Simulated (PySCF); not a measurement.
# CoH₃S₃: ligand-field states

Wanted: ligand-field states for CoH₃S₃.

Programs: PySCF 2.14.0, with routines of our own; each step states its level. All values are computed. Atoms count from 0.

## 1. The starting structure

7 atoms, charge 0, states of the metal's open shell are computed; geometry from: model start, shaken.

## 2. Optimising the geometry at PBE0-D3(BJ)/def2-TZVP

What the job is given:

```
{"job": {"xc": "PBE0", "basis": "def2-TZVP", "d3": "d3bj", "grid": 1, "maxiter": 45, "kind": "geom"}, "charge": 0, "metal": "Co", "open_shell": "d6"}
Co     0.000020     0.004480    -0.004110
S      2.156640    -0.006820    -0.014870
H      2.420900     1.340100    -0.007380
S     -1.094310     1.886620     0.005350
H     -2.351570     1.421820    -0.000440
S     -1.074570    -1.899440    -0.006860
H     -0.095360    -2.775120    -0.027630
```

Launch:

```
> OMP_NUM_THREADS=1 python lf_run.py task.json out
```

One launch serves the whole session: the jobs run in the order shown.

Log:

```text
step   0  E = -2578.60270186  max force = 0.014962
step   1  E = -2578.60451586  max force = 0.002625
step   2  E = -2578.60493068  max force = 0.002483
step   3  E = -2578.60502614  max force = 0.001388
step   4  E = -2578.60502778  max force = 0.000324
optimisation converged
```

Wall time 2.2 min (1 thread of Arm Neoverse V1, shared host); peak memory 0.72 GiB.

The steps of the relaxation:

| step | energy from step 0 (eV) | largest force component (eV/Å) |
| --- | --- | --- |
| 0 | 0.0000 | 0.7694 |
| 1 | -0.0494 | 0.1350 |
| 2 | -0.0606 | 0.1277 |
| 3 | -0.0632 | 0.0714 |
| 4 | -0.0633 | 0.0167 |

Close pairs (by a distance rule), those that changed most:

| bond | before (Å) | after (Å) | change (Å) |
| --- | --- | --- | --- |
| S5–H6 | 1.314 | 1.347 | +0.033 |
| S1–H2 | 1.373 | 1.346 | -0.026 |
| Co0–S5 | 2.186 | 2.167 | -0.019 |
| Co0–S1 | 2.157 | 2.168 | +0.011 |
| Co0–S3 | 2.177 | 2.167 | -0.010 |
| S3–H4 | 1.340 | 1.346 | +0.006 |

The end geometry stands in the next job.

| at the end point | value |
| --- | --- |
| point group (found at 0.08 Å tolerance) | C3h |
| rotational constants (GHz, main isotopes) | 2.161, 2.127, 1.072 |
| dipole moment (D) | 0.04 |
| ⟨S²⟩ | 6.026 |

## 3. Ligand-field states: state-averaged CASSCF

What the job is given:

```
{"job": {"kind": "lf", "basis": {"metal": "x2c-TZVPall", "ligand": "x2c-SVPall"}, "nevpt": true}, "charge": 0, "metal": "Co", "open_shell": "d6"}
Co     0.000000     0.000000     0.000000
S      2.167579    -0.006766    -0.000083
H      2.261483    -1.349719     0.007639
S     -1.068092    -1.885716    -0.000083
H     -2.285599    -1.311878     0.031720
S     -1.073917     1.882212    -0.000083
H      0.047452     2.627467     0.021761
```

With the program's defaults for keys left out, this is: state-averaged CASSCF of the metal d shell, SC-NEVPT2 on the averaged canonical orbitals, state-interaction spin-orbit coupling.

Log:

```text
basis functions 117, electrons 78, active (6e, 5o)
stage 1: DIIS on the effective Fock matrix, level shift 0.30
cycle   1  E = -2579.8621232296  dE = -2.580e+03  max|g| = 3.721e+00
cycle   2  E = -2584.2178527200  dE = -4.356e+00  max|g| = 2.504e+00
cycle   3  E = -2580.5804910651  dE =  3.637e+00  max|g| = 3.729e+00
cycle   4  E = -2587.1571625771  dE = -6.577e+00  max|g| = 1.331e+00
cycle   5  E = -2588.5052781615  dE = -1.348e+00  max|g| = 2.756e-01
cycle   6  E = -2586.5465510404  dE =  1.959e+00  max|g| = 1.279e+00
cycle   7  E = -2587.5437099697  dE = -9.972e-01  max|g| = 9.432e-01
cycle   8  E = -2587.0169436020  dE =  5.268e-01  max|g| = 1.166e+00
cycle   9  E = -2587.6151389564  dE = -5.982e-01  max|g| = 9.186e-01
cycle  10  E = -2587.6943383020  dE = -7.920e-02  max|g| = 9.097e-01
cycle  11  E = -2587.6414644050  dE =  5.287e-02  max|g| = 9.522e-01
cycle  12  E = -2587.5941874576  dE =  4.728e-02  max|g| = 9.854e-01
cycle  13  E = -2587.4927396298  dE =  1.014e-01  max|g| = 1.054e+00
cycle  14  E = -2587.5749882716  dE = -8.225e-02  max|g| = 9.986e-01
cycle  15  E = -2587.9413393818  dE = -3.664e-01  max|g| = 8.229e-01
stage 2: quasi-Newton rotations from the point of smallest gradient
cycle  17  E = -2588.7202566069  dE = -2.150e-01  max|g| = 1.855e-01
cycle  18  E = -2588.8494626249  dE = -1.292e-01  max|g| = 1.948e-01
cycle  20  E = -2588.8669500907  dE = -1.749e-02  max|g| = 1.891e-01
cycle  21  E = -2588.8887273182  dE = -2.178e-02  max|g| = 2.461e-02
cycle  22  E = -2588.8904073678  dE = -1.680e-03  max|g| = 1.360e-02
cycle  23  E = -2588.8907150012  dE = -3.076e-04  max|g| = 4.198e-03
cycle  24  E = -2588.8907498366  dE = -3.484e-05  max|g| = 1.160e-03
cycle  25  E = -2588.8907539492  dE = -4.113e-06  max|g| = 4.158e-04
cycle  26  E = -2588.8907546970  dE = -7.478e-07  max|g| = 2.636e-04
cycle  27  E = -2588.8907548587  dE = -1.617e-07  max|g| = 5.459e-05
cycle  28  E = -2588.8907548744  dE = -1.573e-08  max|g| = 2.014e-05
cycle  29  E = -2588.8907548764  dE = -1.970e-09  max|g| = 5.806e-06
converged average energy = -2588.8907548764

 mult deg   label        CASSCF/cm-1   NEVPT2/cm-1
   5   1   5D                  0.0           0.0
   5   1   5D               1507.8        8136.1
   5   1   5D               1562.0        8228.6
   5   1   5D               7003.2       14612.4
   5   1   5D               7178.1       14964.5
   3   1   3H              20300.2       18886.4
   3   1   3H              20311.6       18932.7
   3   1   3H              20505.9       20462.1
   3   1   3H              20620.5       21104.2
   3   1   3F              23152.0       21692.8
   3   1   3F              23880.3       23158.7
   3   1   3F              23906.7       23189.6
   3   1   3G              25637.5       23758.0
   3   1   3H              22953.7       23897.4
   3   1   3H              22925.2       24087.4
   3   1   3H              21147.9       24610.9
   3   1   3H              21336.2       24762.0
   3   1   3H              20985.5       25343.0
   3   1   3H              20948.3       25436.9
   3   1   3F              23128.6       26469.8
   3   1   3H              23182.3       26883.1
   3   1   3F              26514.8       27125.3
   3   1   3F              25585.7       27510.4
   1   1   1I              29561.9       27617.5
   1   1   1I              29694.1       27685.3
   3   1   3G              28393.3       28547.4
   3   1   3G              28402.7       28571.8
   3   1   3P              25934.3       29503.1
   3   1   3P              25944.9       29529.2
   3   1   3H              24706.5       29660.4
   1   1   1G              31153.5       29894.3
   1   1   1G              32189.0       32753.3
   1   1   1I              31232.7       33049.1
   1   1   1I              31526.3       33302.6
   1   1   1G              32321.4       33527.4
   1   1   1G              34574.8       33545.2
   1   1   1I              31317.9       33551.9
   1   1   1I              31671.5       33902.3
   1   1   1I              34624.4       34324.1
   3   1   3P              28651.8       35472.6
   3   1   3G              30412.5       35481.8
   3   1   3G              30552.4       35780.2
   3   1   3G              31355.6       35848.9
   3   1   3G              31371.3       35865.0
   1   1   1F              42209.4       35906.6
   1   1   1F              42709.0       36234.0
   3   1   3G              31934.8       36886.0
   1   1   1D              38442.7       37079.9
   1   1   1I              35178.6       37226.6
   1   1   1G              33410.9       37275.3
   1   1   1I              33104.7       37684.1
   1   1   1I              35318.1       37726.5
   1   1   1D              38336.9       37787.9
   3   1   3G              31966.0       37789.3
   3   1   3D              36695.4       37939.5
   1   1   1I              33089.6       37965.0
   3   1   3D              36724.4       38216.0
   1   1   1I              33077.6       38388.5
   1   1   1I              35970.4       38775.0
   3   1   3D              36649.2       38884.8

spin-orbit levels / cm-1
      0.00  x1  5D 0.99
      8.35  x1  5D 1.00
      8.76  x1  5D 1.00
     34.05  x2  5D 1.00
   7939.19  x1  5D 0.58 5D 0.41
   7939.20  x1  5D 0.58 5D 0.41
   8072.52  x1  5D 0.66 5D 0.34
   8073.49  x1  5D 0.65 5D 0.34
   8172.51  x1  5D 0.99
   8263.93  x1  5D 0.99
   8353.21  x1  5D 0.66 5D 0.34
   8370.83  x1  5D 0.65 5D 0.34
   8491.27  x1  5D 0.58 5D 0.42
   8491.33  x1  5D 0.58 5D 0.42
  14328.20  x1  5D 0.68 5D 0.31
  14328.22  x1  5D 0.68 5D 0.31
  14544.80  x1  5D 0.81 5D 0.19
  14545.25  x1  5D 0.81 5D 0.18
  14657.49  x1  5D 1.00
  15007.86  x1  5D 1.00
  15103.50  x1  5D 0.81 5D 0.19
  15103.98  x1  5D 0.81 5D 0.18
  15270.02  x1  5D 0.68 5D 0.31
  15270.52  x1  5D 0.68 5D 0.31
  18844.93  x1  3H 0.95
  18866.93  x1  3H 0.81 3H 0.16
  18877.42  x1  3H 0.88 3H 0.08
  18895.70  x1  3H 0.91 3H 0.06
  18930.64  x1  3H 0.87 3H 0.12
  18934.35  x1  3H 0.90 3H 0.09
```

Wall time 11 s (1 thread of Arm Neoverse V1, shared host); peak memory 0.33 GiB.

From this job:

| quantity | value |
| --- | --- |
| spin-orbit constant ζ | 481 cm⁻¹ |

Powder susceptibility:

| T (K) | χT (cm³ K/mol) | μ(eff) |
| --- | --- | --- |
| 2 | 1.053 | 2.90 |
| 5 | 2.181 | 4.18 |
| 10 | 2.752 | 4.69 |
| 20 | 3.027 | 4.92 |
| 30 | 3.109 | 4.99 |
| 50 | 3.159 | 5.03 |
| 75 | 3.175 | 5.04 |
| 100 | 3.182 | 5.04 |
| 150 | 3.188 | 5.05 |
| 200 | 3.193 | 5.05 |
| 250 | 3.197 | 5.06 |
| 300 | 3.202 | 5.06 |

Orbitals, density, ELF and potential are computed afterwards from the orbital file.

The spin density lies nearest to Co0 86 %.

[end of part 1 of 2]
